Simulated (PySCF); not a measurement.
**NiI₂: one geometry, several methods**

How much do the numbers for NiI₂ (triplet) hang on the method? All levels run at one geometry, the PBE0 minimum.

Method: several methods, basis Ni def2-SVP, I def2-SVP with ECP28, scalar-relativistic core potentials, no spin–orbit coupling, density fitting; program: PySCF 2.14.0.

### Step 1. Where the work starts

3 atoms, charge 0, spin multiplicity 3.

Bond lengths: Ni1–I2 2.411 Å, Ni1–I3 2.411 Å. Angles: I2–Ni1–I3 180.0°.

Z-matrix (Å, degrees; charge 0 multiplicity 3):
```
Ni
I  1 2.4113
I  1 2.4113 2 180.00
```

### Step 2. Real-space pictures of the lowest minimum

The plane holds Ni1 at (0.00, 0.00), I2 at (2.41, 0.00), I3 at (-2.41, 0.00) Å. Columns run from x = -4.35 to 4.65 Å, rows from y = 2.25 (top) to -1.95 Å, in steps of 0.3 Å. Electrons inside core potentials are absent.

Density (cut at 5 e/Å³):

Ten steps from '0' (0.000 e/Å³) to '9' (5.000 e/Å³), finer at the low end (step k begins (100^(k/10) - 1)/99 of the way up):
```
0000000000000000000000000000000
0000001100000000000000110000000
0001112211110000001111221110000
0011233332211111111223333211000
0012455554322233322345555421000
0124567765433566533456776542100
0134699996545899854569999643100
0135799997556999965579999753100
0135799997556999965579999753100
0134699996545899854569999643100
0124567765433566533456776542100
0012455554322333222345555421000
0011233332211111111223333211000
0001112211110000001111221110000
0000001100000000000000110000000
```

ELF (0 where the density is under 0.005 e/Å³):

Ten even steps from '0' (0.00) to '9' (0.83):
```
0002344432100000000123444320000
0034667654321000012345676642000
0246889876542100013567898864200
1368999998752111114789999986310
2579998889851112114898889997520
3689843247851134214874234898631
3698448843841489514834884489631
3797392382733912933728329379731
3797392382733921933728329379731
3698448843841598414834884489631
3689843247841243115874234898631
2579998889841121115898889997520
1368999998741111125789999986310
0246889876531000124567898864200
0024667654321000012345676643000
```

Lowest empty orbital at -4.41 eV (sign arbitrary; one member if degenerate):

Ten even steps from '0' (-1.63 Å^-3/2) to '9' (1.63 Å^-3/2):
```
5555555555555554444444444444444
5555555555555544444444444444444
5555555555554445554444444444444
5555555555544445555444444444444
5555555555544445555444444444444
5555555555444445555544444444444
5555554455444336655544554444444
5555544455444309655544555444444
4444455544555690344455444555555
4444445544555663344455445555555
4444444444555554444455555555555
4444444444455554444555555555555
4444444444455554444555555555555
4444444444445554445555555555555
4444444444444444555555555555555
```

Making the fields needed 2 s of wall time on 2 threads of Intel Xeon 6975P-C (Granite Rapids), shared host.

### Step 3. PBE0

One driver script runs all steps and calls PySCF; scf.py shows the equivalent input of each level. Each SCF starts from the density of the minimum. The driver also runs the species with one electron less or more at the same geometry; their logs are not shown.

The input, scf.py:

```python
from pyscf import gto, scf, dft
mol = gto.M(atom='''
Ni    -0.000000     0.000000     0.000000
I      2.411299    -0.000000    -0.000000
I     -2.411299     0.000000     0.000000''',
    basis={'Ni': 'def2-SVP', 'I': 'def2-SVP'},
    ecp={'I': 'def2-SVP'},
    charge=0, spin=2)
mf = dft.UKS(mol, xc='PBE0')
mf.grids.atom_grid = (75, 302)
aux = {'Ni': 'def2-universal-JKFIT', 'I': 'def2-universal-JKFIT'}
mf = mf.density_fit(auxbasis=aux)
mf.conv_tol = 1e-08
mf.diis_space = 10
mf.max_cycle = 60
mf.verbose = 4
mf.kernel()
```

Run with:

```
OMP_NUM_THREADS=2 python axn.py task.json out
```

What it wrote:

```text
init E= -2103.3967980787
[... the frontier-level lines of each cycle are left out ...]
cycle= 1 E= -2103.3967980781  delta_E= 6.02e-10  |g|= 4.18e-05  |ddm|= 4.42e-05
Extra cycle  E= -2103.39679807024  delta_E= 7.86e-09  |g|= 0.000149  |ddm|= 0.000154
converged SCF energy = -2103.39679807024  <S^2> = 2.0041535  2S+1 = 3.0027677
```

This level, with the species of one electron less or more, took 2.9 s.

* energy: -2103.396798 Eh
* one electron less (charge +1): -2103.040435 Eh (doublet, ⟨S²⟩ 1.65)
* one electron more (charge -1): -2103.499057 Eh (doublet, ⟨S²⟩ 0.76)
* Mulliken charge of Ni1: +0.44 e

### Step 4. HF

Changes to scf.py since step 3:

```diff
@@ -9,2 +9 @@
-mf = dft.UKS(mol, xc='PBE0')
-mf.grids.atom_grid = (75, 302)
+mf = scf.UHF(mol)
```

What it wrote:

```text
init E= -2100.01420300712
[... the frontier-level lines of each cycle are left out ...]
cycle= 1 E= -2100.072614711  delta_E= -0.0584  |g|= 0.111  |ddm|= 0.441
cycle= 2 E= -2100.08428988187  delta_E= -0.0117  |g|= 0.0525  |ddm|= 0.202
cycle= 3 E= -2100.0867995656  delta_E= -0.00251  |g|= 0.0267  |ddm|= 0.0645
cycle= 4 E= -2100.08780184224  delta_E= -0.001  |g|= 0.0078  |ddm|= 0.0616
cycle= 5 E= -2100.08791792058  delta_E= -0.000116  |g|= 0.00593  |ddm|= 0.0143
cycle= 6 E= -2100.08801002118  delta_E= -9.21e-05  |g|= 0.00519  |ddm|= 0.0124
cycle= 7 E= -2100.08817792696  delta_E= -0.000168  |g|= 0.00419  |ddm|= 0.025
cycle= 8 E= -2100.0883565596  delta_E= -0.000179  |g|= 0.00318  |ddm|= 0.0386
cycle= 9 E= -2100.08840665412  delta_E= -5.01e-05  |g|= 0.000785  |ddm|= 0.0269
cycle= 10 E= -2100.08840864538  delta_E= -1.99e-06  |g|= 0.000401  |ddm|= 0.00417
cycle= 11 E= -2100.0884089706  delta_E= -3.25e-07  |g|= 0.000112  |ddm|= 0.00187
cycle= 12 E= -2100.08840900357  delta_E= -3.3e-08  |g|= 3.36e-05  |ddm|= 0.000642
cycle= 13 E= -2100.08840900674  delta_E= -3.17e-09  |g|= 7.63e-06  |ddm|= 0.000221
Extra cycle  E= -2100.08840900684  delta_E= -9.87e-11  |g|= 5.45e-06  |ddm|= 1.45e-05
converged SCF energy = -2100.08840900684  <S^2> = 2.0044774  2S+1 = 3.0029834
```

This level, with the species of one electron less or more, took 11 s.

| Item | Value |
| --- | --- |
| energy | -2100.088409 Eh |
| one electron less (charge +1) | -2099.736284 Eh (doublet, ⟨S²⟩ 1.81) |
| one electron more (charge -1) | -2100.110915 Eh (doublet, ⟨S²⟩ 0.78) |
| Mulliken charge of Ni1 | +0.72 e |

### Step 5. PBE

Changes to scf.py since step 4:

```diff
@@ -9 +9,2 @@
-mf = scf.UHF(mol)
+mf = dft.UKS(mol, xc='PBE')
+mf.grids.atom_grid = (75, 302)
```

What it wrote, shortened:

```text
[... the frontier levels of the middle cycles are left out ...]
init E= -2103.33190406299
[... the frontier-level lines of each cycle are left out ...]
cycle= 1 E= -2103.06776164932  delta_E= 0.264  |g|= 0.835  |ddm|= 0.866
cycle= 2 E= -2080.38090062339  delta_E= 22.7  |g|= 3.43  |ddm|= 11.4
cycle= 3 E= -2102.83967935232  delta_E= -22.5  |g|= 1.18  |ddm|= 11.4
cycle= 4 E= -2102.61657172661  delta_E= 0.223  |g|= 1.48  |ddm|= 0.399
cycle= 5 E= -2102.61789273069  delta_E= -0.00132  |g|= 1.48  |ddm|= 0.00632
cycle= 6 E= -2102.63031764224  delta_E= -0.0124  |g|= 1.38  |ddm|= 0.485
cycle= 7 E= -2102.25948133036  delta_E= 0.371  |g|= 1.55  |ddm|= 1.14
cycle= 8 E= -2102.81709611953  delta_E= -0.558  |g|= 1.11  |ddm|= 1.52
cycle= 9 E= -2103.19516001123  delta_E= -0.378  |g|= 0.577  |ddm|= 0.443
cycle= 10 E= -2103.30098623813  delta_E= -0.106  |g|= 0.346  |ddm|= 0.611
cycle= 11 E= -2103.32212618443  delta_E= -0.0211  |g|= 0.234  |ddm|= 0.118
cycle= 12 E= -2103.34082418012  delta_E= -0.0187  |g|= 0.0716  |ddm|= 0.32
cycle= 13 E= -2103.34306238947  delta_E= -0.00224  |g|= 0.0669  |ddm|= 0.158
cycle= 14 E= -2103.34509080694  delta_E= -0.00203  |g|= 0.00557  |ddm|= 0.0768
[... 5 cycles left out ...]
Extra cycle  E= -2103.34511988814  delta_E= 1.54e-07  |g|= 0.000628  |ddm|= 0.000593
SCF not converged.
init E= -2103.33190406299
[... 10 cycles left out ...]
cycle= 11 E= -2103.34453508261  delta_E= 0.000329  |g|= 0.0406  |ddm|= 0.0348
cycle= 12 E= -2103.34504334767  delta_E= -0.000508  |g|= 0.0148  |ddm|= 0.0431
cycle= 13 E= -2103.34505676003  delta_E= -1.34e-05  |g|= 0.013  |ddm|= 0.0222
cycle= 14 E= -2103.3451185  delta_E= -6.17e-05  |g|= 0.00153  |ddm|= 0.0123
cycle= 15 E= -2103.34510836639  delta_E= 1.01e-05  |g|= 0.00487  |ddm|= 0.00719
cycle= 16 E= -2103.34511953306  delta_E= -1.12e-05  |g|= 0.000856  |ddm|= 0.00402
cycle= 17 E= -2103.34511989054  delta_E= -3.57e-07  |g|= 0.000574  |ddm|= 0.00175
cycle= 18 E= -2103.34511932218  delta_E= 5.68e-07  |g|= 0.00142  |ddm|= 0.00167
cycle= 19 E= -2103.34511997158  delta_E= -6.49e-07  |g|= 0.000362  |ddm|= 0.000799
cycle= 20 E= -2103.34512004177  delta_E= -7.02e-08  |g|= 6.11e-05  |ddm|= 0.000457
SCF not converged.
init E= -2103.34512004177
cycle= 1 E= -2103.3451200395  delta_E= 2.27e-09  |g|= 0.000118  |ddm|= 0.000131
cycle= 2 E= -2103.34511998524  delta_E= 5.43e-08  |g|= 0.000436  |ddm|= 0.000304
cycle= 3 E= -2103.34512004099  delta_E= -5.57e-08  |g|= 7.64e-05  |ddm|= 0.000205
cycle= 4 E= -2103.34512004334  delta_E= -2.35e-09  |g|= 1.35e-05  |ddm|= 7.13e-05
Extra cycle  E= -2103.34512003916  delta_E= 4.18e-09  |g|= 0.000102  |ddm|= 9.64e-05
converged SCF energy = -2103.34512003916  <S^2> = 2.0022504  2S+1 = 3.0014999
```

This level, with the species of one electron less or more, took 30 s.

| Quantity | Value |
| --- | --- |
| energy | -2103.345120 Eh |
| one electron less (charge +1) | -2103.008466 Eh (doublet, ⟨S²⟩ 1.34) |
| one electron more (charge -1) | -2103.432275 Eh (doublet, ⟨S²⟩ 0.76) |
| Mulliken charge of Ni1 | +0.29 e |

### Step 6. B3LYP

Changes to scf.py since step 5:

```diff
@@ -9 +9 @@
-mf = dft.UKS(mol, xc='PBE')
+mf = dft.UKS(mol, xc='B3LYP')
```

What it wrote:

```text
init E= -2103.83760500538
[... the frontier-level lines of each cycle are left out ...]
cycle= 1 E= -2103.83755080944  delta_E= 5.42e-05  |g|= 0.0573  |ddm|= 0.139
cycle= 2 E= -2103.81931958073  delta_E= 0.0182  |g|= 0.221  |ddm|= 0.235
cycle= 3 E= -2103.83889574744  delta_E= -0.0196  |g|= 0.00682  |ddm|= 0.184
cycle= 4 E= -2103.83887156571  delta_E= 2.42e-05  |g|= 0.0104  |ddm|= 0.0117
cycle= 5 E= -2103.83891314397  delta_E= -4.16e-05  |g|= 0.00333  |ddm|= 0.00783
cycle= 6 E= -2103.83891840592  delta_E= -5.26e-06  |g|= 0.000388  |ddm|= 0.00394
cycle= 7 E= -2103.83891943164  delta_E= -1.03e-06  |g|= 0.000588  |ddm|= 0.00333
cycle= 8 E= -2103.83892002749  delta_E= -5.96e-07  |g|= 0.000195  |ddm|= 0.00276
cycle= 9 E= -2103.83892012588  delta_E= -9.84e-08  |g|= 6.75e-05  |ddm|= 0.00161
cycle= 10 E= -2103.83892013157  delta_E= -5.69e-09  |g|= 1.95e-05  |ddm|= 0.00018
Extra cycle  E= -2103.83892013424  delta_E= -2.67e-09  |g|= 1.88e-05  |ddm|= 0.000103
converged SCF energy = -2103.83892013424  <S^2> = 2.0040222  2S+1 = 3.0026802
```

This level, with the species of one electron less or more, needed 6.5 s of wall time on 2 threads of Intel Xeon 6975P-C (Granite Rapids), shared host.

```
energy                        : -2103.838920 Eh
one electron less (charge +1) : -2103.486990 Eh (doublet, ⟨S²⟩ 1.60)
one electron more (charge -1) : -2103.940725 Eh (doublet, ⟨S²⟩ 0.76)
Mulliken charge of Ni1        : +0.39 e
```

### Step 7. r2SCAN

Changes to scf.py since step 6:

```diff
@@ -9,2 +9,2 @@
-mf = dft.UKS(mol, xc='B3LYP')
-mf.grids.atom_grid = (75, 302)
+mf = dft.UKS(mol, xc='R2SCAN')
+mf.grids.atom_grid = (90, 434)
```

What it wrote:

```text
init E= -2103.83499677822
[... the frontier-level lines of each cycle are left out ...]
cycle= 1 E= -2103.81274138518  delta_E= 0.0223  |g|= 0.254  |ddm|= 0.301
cycle= 2 E= -2103.41547740098  delta_E= 0.397  |g|= 1.07  |ddm|= 1.07
cycle= 3 E= -2103.82493369779  delta_E= -0.409  |g|= 0.169  |ddm|= 0.76
cycle= 4 E= -2103.83681208509  delta_E= -0.0119  |g|= 0.0484  |ddm|= 0.218
cycle= 5 E= -2103.83805736916  delta_E= -0.00125  |g|= 0.00188  |ddm|= 0.0534
cycle= 6 E= -2103.83805976096  delta_E= -2.39e-06  |g|= 0.000685  |ddm|= 0.00358
cycle= 7 E= -2103.83806038186  delta_E= -6.21e-07  |g|= 0.000578  |ddm|= 0.00205
cycle= 8 E= -2103.83806107779  delta_E= -6.96e-07  |g|= 0.00029  |ddm|= 0.00233
cycle= 9 E= -2103.83806279556  delta_E= -1.72e-06  |g|= 8.53e-05  |ddm|= 0.0112
cycle= 10 E= -2103.83806290163  delta_E= -1.06e-07  |g|= 8.65e-05  |ddm|= 0.0032
cycle= 11 E= -2103.83806290898  delta_E= -7.35e-09  |g|= 4.59e-05  |ddm|= 0.000361
Extra cycle  E= -2103.83806286386  delta_E= 4.51e-08  |g|= 0.000335  |ddm|= 0.000329
converged SCF energy = -2103.83806286386  <S^2> = 2.0025998  2S+1 = 3.0017327
```

This level, with the species of one electron less or more, took 26 s.

```
energy                        : -2103.838063 Eh
one electron less (charge +1) : -2103.487722 Eh (doublet, ⟨S²⟩ 1.54)
one electron more (charge -1) : -2103.928089 Eh (doublet, ⟨S²⟩ 0.77)
Mulliken charge of Ni1        : +0.40 e
```

### Step 8. TPSSh

Changes to scf.py since step 7:

```diff
@@ -9 +9 @@
-mf = dft.UKS(mol, xc='R2SCAN')
+mf = dft.UKS(mol, xc='TPSSH')
```

What it wrote:

```text
init E= -2103.44047235525
[... the frontier-level lines of each cycle are left out ...]
cycle= 1 E= -2103.43873899201  delta_E= 0.00173  |g|= 0.0989  |ddm|= 0.174
cycle= 2 E= -2103.36927928487  delta_E= 0.0695  |g|= 0.423  |ddm|= 0.452
cycle= 3 E= -2103.44274442505  delta_E= -0.0735  |g|= 0.0134  |ddm|= 0.355
cycle= 4 E= -2103.4427281877  delta_E= 1.62e-05  |g|= 0.0174  |ddm|= 0.0354
cycle= 5 E= -2103.44286570019  delta_E= -0.000138  |g|= 0.00112  |ddm|= 0.0167
cycle= 6 E= -2103.44286651098  delta_E= -8.11e-07  |g|= 0.000235  |ddm|= 0.00187
cycle= 7 E= -2103.44286659988  delta_E= -8.89e-08  |g|= 0.00024  |ddm|= 0.000752
cycle= 8 E= -2103.44286669062  delta_E= -9.07e-08  |g|= 0.000321  |ddm|= 0.00109
cycle= 9 E= -2103.44286685992  delta_E= -1.69e-07  |g|= 6.8e-05  |ddm|= 0.00155
cycle= 10 E= -2103.44286692969  delta_E= -6.98e-08  |g|= 6.61e-05  |ddm|= 0.000979
cycle= 11 E= -2103.4428669894  delta_E= -5.97e-08  |g|= 5.92e-05  |ddm|= 0.000982
cycle= 12 E= -2103.44286710678  delta_E= -1.17e-07  |g|= 5.62e-05  |ddm|= 0.00312
cycle= 13 E= -2103.44286712398  delta_E= -1.72e-08  |g|= 8.42e-06  |ddm|= 0.00155
cycle= 14 E= -2103.44286712405  delta_E= -6.5e-11  |g|= 6.43e-07  |ddm|= 7.01e-05
Extra cycle  E= -2103.44286712406  delta_E= -1.23e-11  |g|= 1.77e-06  |ddm|= 2.86e-06
converged SCF energy = -2103.44286712406  <S^2> = 2.002826  2S+1 = 3.0018834
```

This level, with the species of one electron less or more, took 22 s.

```
energy                        : -2103.442867 Eh
one electron less (charge +1) : -2103.093524 Eh (doublet, ⟨S²⟩ 1.56)
one electron more (charge -1) : -2103.537216 Eh (doublet, ⟨S²⟩ 0.76)
Mulliken charge of Ni1        : +0.42 e
```

### Step 9. CAM-B3LYP

Changes to scf.py since step 8:

```diff
@@ -9,2 +9,2 @@
-mf = dft.UKS(mol, xc='TPSSH')
-mf.grids.atom_grid = (90, 434)
+mf = dft.UKS(mol, xc='CAMB3LYP')
+mf.grids.atom_grid = (75, 302)
```

What it wrote:

```text
init E= -2103.69765337066
[... the frontier-level lines of each cycle are left out ...]
cycle= 1 E= -2103.69763703186  delta_E= 1.63e-05  |g|= 0.0374  |ddm|= 0.0609
cycle= 2 E= -2103.69529601281  delta_E= 0.00234  |g|= 0.0906  |ddm|= 0.0905
cycle= 3 E= -2103.69810501317  delta_E= -0.00281  |g|= 0.00193  |ddm|= 0.0653
cycle= 4 E= -2103.69810676158  delta_E= -1.75e-06  |g|= 0.000654  |ddm|= 0.00279
cycle= 5 E= -2103.69810698168  delta_E= -2.2e-07  |g|= 0.000451  |ddm|= 0.00104
cycle= 6 E= -2103.69810712677  delta_E= -1.45e-07  |g|= 9.89e-05  |ddm|= 0.00079
cycle= 7 E= -2103.69810717299  delta_E= -4.62e-08  |g|= 6.84e-05  |ddm|= 0.000456
cycle= 8 E= -2103.69810719971  delta_E= -2.67e-08  |g|= 6.36e-05  |ddm|= 0.000329
cycle= 9 E= -2103.69810723721  delta_E= -3.75e-08  |g|= 3.88e-05  |ddm|= 0.000713
cycle= 10 E= -2103.69810724648  delta_E= -9.27e-09  |g|= 1.34e-05  |ddm|= 0.000486
Extra cycle  E= -2103.69810724647  delta_E= 1.09e-11  |g|= 2.17e-05  |ddm|= 3.23e-05
converged SCF energy = -2103.69810724647  <S^2> = 2.0044837  2S+1 = 3.0029876
```

This level, with the species of one electron less or more, took 9 s.

| Property | Result |
| --- | --- |
| energy | -2103.698107 Eh |
| one electron less (charge +1) | -2103.332630 Eh (doublet, ⟨S²⟩ 1.65) |
| one electron more (charge -1) | -2103.808977 Eh (doublet, ⟨S²⟩ 0.76) |
| Mulliken charge of Ni1 | +0.43 e |

### Step 10. LDA

Changes to scf.py since step 9:

```diff
@@ -9 +9 @@
-mf = dft.UKS(mol, xc='CAMB3LYP')
+mf = dft.UKS(mol, xc='LDA,VWN')
```

What it wrote:

```text
init E= -2100.11640141085
[... the frontier-level lines of each cycle are left out ...]
cycle= 1 E= -2099.70090232234  delta_E= 0.415  |g|= 1.02  |ddm|=  1.1
cycle= 2 E= -2074.3277258925  delta_E= 25.4  |g|= 3.85  |ddm|= 14.4
cycle= 3 E= -2099.94179992565  delta_E= -25.6  |g|= 0.763  |ddm|= 14.3
cycle= 4 E= -2099.83955619658  delta_E= 0.102  |g|= 0.652  |ddm|= 1.01
cycle= 5 E= -2100.08224735947  delta_E= -0.243  |g|= 0.418  |ddm|= 0.892
cycle= 6 E= -2100.08400780923  delta_E= -0.00176  |g|= 0.364  |ddm|= 0.236
cycle= 7 E= -2100.13707048391  delta_E= -0.0531  |g|= 0.0841  |ddm|= 0.36
cycle= 8 E= -2100.12355837357  delta_E= 0.0135  |g|= 0.135  |ddm|= 0.717
cycle= 9 E= -2100.14000055077  delta_E= -0.0164  |g|= 0.0255  |ddm|= 0.575
cycle= 10 E= -2100.13993915816  delta_E= 6.14e-05  |g|= 0.0335  |ddm|= 0.162
cycle= 11 E= -2100.14024820188  delta_E= -0.000309  |g|= 0.0198  |ddm|= 0.0346
cycle= 12 E= -2100.14026038096  delta_E= -1.22e-05  |g|= 0.0188  |ddm|= 0.0124
cycle= 13 E= -2100.14040534228  delta_E= -0.000145  |g|= 0.00219  |ddm|= 0.0241
cycle= 14 E= -2100.14040648959  delta_E= -1.15e-06  |g|= 0.00147  |ddm|= 0.00442
cycle= 15 E= -2100.14040688101  delta_E= -3.91e-07  |g|= 0.00115  |ddm|= 0.00241
cycle= 16 E= -2100.14040741619  delta_E= -5.35e-07  |g|= 0.000399  |ddm|= 0.00201
cycle= 17 E= -2100.14040747996  delta_E= -6.38e-08  |g|= 7.9e-05  |ddm|= 0.000607
cycle= 18 E= -2100.14040748184  delta_E= -1.87e-09  |g|= 3.93e-05  |ddm|= 9.88e-05
Extra cycle  E= -2100.14040738731  delta_E= 9.45e-08  |g|= 0.000484  |ddm|= 0.000759
converged SCF energy = -2100.14040738731  <S^2> = 2.0029205  2S+1 = 3.0019464
```

This level, with the species of one electron less or more, needed 54 s of wall time on 2 threads of Intel Xeon 6975P-C (Granite Rapids), shared host.

| Item | Value |
| --- | --- |
| energy | -2100.140407 Eh |
| one electron less (charge +1) | -2099.798733 Eh (doublet, ⟨S²⟩ 1.26) |
| one electron more (charge -1) | -2100.234651 Eh (doublet, ⟨S²⟩ 0.75) |
| Mulliken charge of Ni1 | +0.22 e |

### Step 11. Comparison of the levels

| level | atomisation energy (kJ/mol) | vertical ionisation energy (eV) | vertical electron affinity (eV) | −ε(HOMO) (eV) | gap (eV) | wall time |
| --- | --- | --- | --- | --- | --- | --- |
| PBE0 | 574 | 9.70 | 2.78 | 7.82 | 3.41 | 2.9 s |
| HF | 384 | 9.58 | 0.61 | 10.20 | 11.37 | 11 s |
| PBE | 663 | 9.16 | 2.37 | 6.19 | 0.74 | 30 s |
| B3LYP | 545 | 9.58 | 2.77 | 7.51 | 2.83 | 6.5 s |
| r2SCAN | – | 9.53 | 2.45 | 6.96 | 1.53 | 26 s |
| TPSSh | 615 | 9.51 | 2.57 | 7.20 | 2.14 | 22 s |
| CAM-B3LYP | 539 | 9.95 | 3.02 | 8.99 | 5.57 | 9 s |
| LDA | 795 | 9.30 | 2.56 | 5.96 | 0.24 | 54 s |

Times are for 2 threads of Intel Xeon 6975P-C (Granite Rapids), shared host; PBE0 starts from its own converged density, so its time is not comparable. A dash stands where a species or a free atom was not run at that level, or the quantity is not defined.

Atomisation goes to high-spin atoms in their ground configurations, run at the same level, without zero-point energy.

### Step 12. What came out

| quantity | value |
| --- | --- |
| atomisation energy, range | 384 (HF) to 795 (LDA) kJ/mol |
| vertical ionisation energy, range | 9.16 (PBE) to 9.95 (CAM-B3LYP) eV |
| vertical electron affinity, range | 0.61 (HF) to 3.02 (CAM-B3LYP) eV |
| orbital gap, range | 0.24 (LDA) to 11.37 (HF) eV |

**Reading.** The atomisation energy spreads over 411 kJ/mol, from HF to LDA; without a CCSD(T) value for it there is no yardstick here. Spin contamination is strong in at least one of the open-shell species at PBE0, HF, PBE, B3LYP, r2SCAN, TPSSh, CAM-B3LYP, LDA. Without diffuse functions electron affinities tend to come out too low. Other spin states or occupations of the open shell can lie lower. Spin–orbit coupling, left out here, can matter for elements this heavy.
